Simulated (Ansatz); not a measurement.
# C₂Cl₃F₃: basis-set convergence

One table from this session's results is given with a row withheld; the runs are named, their logs left out.

Method: one geometry, several basis sets; program: Ansatz 0.2.0, Gaussian basis.

Levels to be run: PBE0-D4/def2-SVP; ωB97M-V/def2-SVP; PBE0-D4/def2-QZVPP; ωB97M-V/def2-QZVPP; the functionals' def2-TZVPP values are taken from earlier runs.

### The geometry

The geometry comes from an earlier relaxation with PBE0-D4 in a triple-zeta def2 set; it is a stationary point, not always the lowest conformer.

SMILES `FC(F)(Cl)C(F)(Cl)Cl`, 8 atoms, charge 0, spin multiplicity 1.

Atoms are counted from 1 here; the program's logs count them from 0.

Bond lengths: F1–C2 1.328 Å, C2–F3 1.331 Å, C2–Cl4 1.757 Å, C2–C5 1.560 Å, C5–F6 1.337 Å, C5–Cl7 1.759 Å, C5–Cl8 1.753 Å. Angles: F1–C2–F3 108.4°, F1–C2–Cl4 109.9°, F1–C2–C5 109.8°, F3–C2–Cl4 109.0°, F3–C2–C5 108.6°, Cl4–C2–C5 111.1°, C2–C5–F6 108.0°, C2–C5–Cl7 108.8°, C2–C5–Cl8 110.6°, F6–C5–Cl7 109.0°, F6–C5–Cl8 109.6°, Cl7–C5–Cl8 110.7°.

Set-up of the first run:

Input file in.yaml:

```yaml
crystal:
  periodic: [false, false, false]
  atoms:
    - {symbol: F, position_ang: [-1.135279, -0.958843, 0.924977]}
    - {symbol: C, position_ang: [-0.355804, 0.092903, 0.701641]}
    - {symbol: F, position_ang: [0.539089, 0.170336, 1.684277]}
    - {symbol: Cl, position_ang: [-1.322217, 1.560276, 0.690262]}
    - {symbol: C, position_ang: [0.403171, -0.089864, -0.648431]}
    - {symbol: F, position_ang: [1.176619, 0.983863, -0.837169]}
    - {symbol: Cl, position_ang: [1.423903, -1.518407, -0.537529]}
    - {symbol: Cl, position_ang: [-0.729472, -0.240265, -1.978027]}
basis:
  gaussian: {orbitals: def2-SVP}
hamiltonian: {xc: pbe0, dispersion: d4}
output: {orbitals: {seedname: orbitals}}
```

Run with:

```console
$ ansatz run in.yaml --threads 2 --pin off --events-out ev --progress --plain --max-ram 32768MiB --backend cpu
```

Among the steps run: PBE0-D4 in def2-SVP; ωB97M-V in def2-SVP; PBE0-D4 in def2-QZVPP; ωB97M-V in def2-QZVPP.

One of the session's tables, all rows but one given; the rest of the session is left out.

It belongs to the step «Functionals by basis». 

| functional | basis | HOMO (eV) |
| --- | --- | --- |
| PBE0-D4 | def2-SVP | -9.21 |
| PBE0-D4 | def2-TZVPP | -9.32 |
| PBE0-D4 | def2-QZVPP | -9.35 |
| ωB97M-V | def2-SVP | ? |
| ωB97M-V | def2-TZVPP | -11.58 |
| ωB97M-V | def2-QZVPP | -11.63 |

Estimate the missing values for ωB97M-V, def2-SVP.

The run gave: HOMO (eV): -11.42. In the column «HOMO (eV)» it lies between ωB97M-V, def2-TZVPP (-11.58) and PBE0-D4, def2-QZVPP (-9.35).
